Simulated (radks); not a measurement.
# Tm inside a hard spherical wall

The task here is to estimate one member of a computed series from the others.

The numbers are computed with radks (a radial shooting solver on a logarithmic mesh, Libxc functionals) version 1 (scalar-relativistic Kohn-Sham, LDA (Slater exchange, Perdew-Wang correlation), spin-unpolarised, spherical densities, point nucleus), except any that are marked as measured or tabulated.

### The system

| Item | Value |
| --- | --- |
| element | thulium (Z = 69) |
| charge | 0 |
| electrons | 69 |
| configuration | [Xe] 4f13 6s2 |

The outer shells:

Tm
```
[Xe] core
4f [↑↓][↑↓][↑↓][↑↓][↑↓][↑↓][↑ ]
6s [↑↓]
```

The first run:

Input:

```text
Z 69
configuration [Xe] 4f13 6s2 5d0 6p0 7s0
relativity scalar-relativistic
functional lda,pw
spin unpolarised
nucleus point
c 137.035999084
```

Launch:

```
$ python run_ks.py task.json out
```

The same process makes all the runs of this session.

Among the steps run: The free atom; Wall at 15 bohr; Wall at 12 bohr; Wall at 10 bohr; Wall at 3.5 bohr; Wall at 3 bohr; Wall at 2.5 bohr; Wall at 1.5 bohr.

One of the session's tables, all rows but one given; the rest of the session is left out.

| R (bohr) | E − E(free) (eV) | ε(4f) (eV) | ε(6p, empty) (eV) | ε(5d, empty) (eV) | ε(7s, empty) (eV) |
| --- | --- | --- | --- | --- | --- |
| free | 0.000 | -3.321 | -1.170 | -0.953 | -0.072 |
| 15 | ? | ? | ? | ? | ? |
| 12 | 0.006 | -3.298 | -1.081 | -0.919 | 1.056 |
| 10 | 0.049 | -3.199 | -0.852 | -0.804 | 2.332 |
| 3.5 | 38.794 | 7.963 | 31.484 | 12.725 | 86.640 |
| 3 | 80.265 | 14.937 | 54.504 | 21.513 | 137.08 |
| 2.5 | 187.04 | 28.777 | 101.52 | 39.682 | 233.66 |
| 1.5 | 1713.1 | 131.67 | 509.51 | 213.30 | 984.36 |

Q: Estimate the row for R (bohr) = 15 from the others.

As computed: E − E(free) (eV): 0.000; ε(4f) (eV): -3.319; ε(6p, empty) (eV): -1.156; ε(5d, empty) (eV): -0.949; ε(7s, empty) (eV): 0.358.

Shells are not refilled when levels cross, and a hard wall is a model, not a crystal.
